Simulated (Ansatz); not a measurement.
**C₂H₅AlO₂: one species, many methods**

Aim: compute C₂H₅AlO₂ with functionals from several rungs and with coupled cluster. The yardstick is the atomisation energy at the CCSD(T) limit.

Program: Ansatz 0.2.0, Gaussian basis. Level of theory: functionals in def2-TZVPP, the program's frozen cores in correlated methods. These are calculated values, not measurements.

Levels to be run: PBE-D4, r2SCAN-D4, PBE0-D4, B3LYP-D4, ωB97X-V, ωB97M-V, B2PLYP; CCSD(T)/def2-TZVPP; MP2/def2-QZVPP; extrapolation to the limit.

## (1) The relaxed structure

An earlier PBE0-D4 in a triple-zeta def2 set relaxation fixed the geometry.

10 atoms, charge 0, spin multiplicity 1.

Atoms are counted from 1 here; the program's logs count them from 0.

Bond lengths: C1–Al2 1.941 Å, C1–H6 1.093 Å, C1–H7 1.095 Å, C1–H8 1.095 Å, Al2–O3 1.928 Å, Al2–O5 1.928 Å, Al2–H9 1.581 Å, O3–C4 1.262 Å, C4–O5 1.262 Å, C4–H10 1.095 Å. Angles: Al2–C1–H6 112.2°, Al2–C1–H7 111.2°, Al2–C1–H8 111.2°, H6–C1–H7 107.6°, H6–C1–H8 107.6°, H7–C1–H8 106.8°, C1–Al2–O3 113.3°, C1–Al2–O5 113.3°, C1–Al2–H9 126.0°, O3–Al2–O5 68.3°, O3–Al2–H9 110.8°, O5–Al2–H9 110.8°, Al2–O3–C4 86.7° and more.

## (2) PBE-D4 (GGA)

in.yaml

```yaml
crystal:
  periodic: [false, false, false]
  atoms:
    - {symbol: C, position_ang: [-1.645234, -0.179979, 0.268171]}
    - {symbol: Al, position_ang: [0.248233, -0.138155, 0.693128]}
    - {symbol: O, position_ang: [1.360891, -0.868351, -0.702432]}
    - {symbol: C, position_ang: [1.710306, 0.319191, -0.946226]}
    - {symbol: O, position_ang: [1.210034, 1.243177, -0.247830]}
    - {symbol: H, position_ang: [-1.835704, 0.016486, -0.790402]}
    - {symbol: H, position_ang: [-2.196867, 0.567323, 0.847265]}
    - {symbol: H, position_ang: [-2.083984, -1.153604, 0.507965]}
    - {symbol: H, position_ang: [0.886721, -0.398952, 2.115344]}
    - {symbol: H, position_ang: [2.428803, 0.541864, -1.741985]}
basis:
  gaussian: {orbitals: def2-TZVPP}
hamiltonian: {xc: pbe, dispersion: d4}
output: {forces: true, orbitals: {seedname: orbitals}}
```

Launch:

```
> ansatz run in.yaml --threads 4 --pin off --events-out ev --progress --plain --max-ram 10444MiB
```

After this run come: r2SCAN-D4 (meta-GGA); PBE0-D4 (hybrid); B3LYP-D4 (hybrid); ωB97X-V (range-separated); ωB97M-V (range-separated); B2PLYP (double hybrid); CCSD(T) in def2-TZVPP; MP2 in def2-QZVPP.

**Question.** What will the summary of the whole plan be? Wanted: atomisation energy, CCSD(T)/CBS; farthest; mean size of error, hybrid; mean size of error, range-separated; gap, smallest and largest; T1 diagnostic; triples share of the correlation energy.

**Answer**, as computed:

| quantity | value |
| --- | --- |
| atomisation energy, CCSD(T)/CBS | 4003.2 kJ/mol |
| functionals within 20.0 kJ/mol (0.5 %) | PBE0-D4, B3LYP-D4, ωB97X-V, ωB97M-V |
| farthest | PBE-D4 (+84.9 kJ/mol) |
| mean size of error, hybrid | 14.5 kJ/mol |
| mean size of error, range-separated | 8.3 kJ/mol |
| gap, smallest and largest | 4.73 eV (PBE-D4), 11.92 eV (ωB97X-V) |
| T1 diagnostic | 0.0154 |
| triples share of the correlation energy | 3.9 % |

What this shows: PBE-D4 misses by +84.9 kJ/mol. Double hybrids carry the basis error of their MP2 part in triple zeta, and no dispersion term here, so their miss is partly the set-up's. The reference freezes the cores and leaves out relativity and excitations past (T), so misses under about 20.0 kJ/mol can't be ranked. Hartree-Fock recovers 72 % of the binding; the rest is correlation. The gap grows from 4.7 to 11.9 eV across the functionals, mostly with the share of exact exchange.
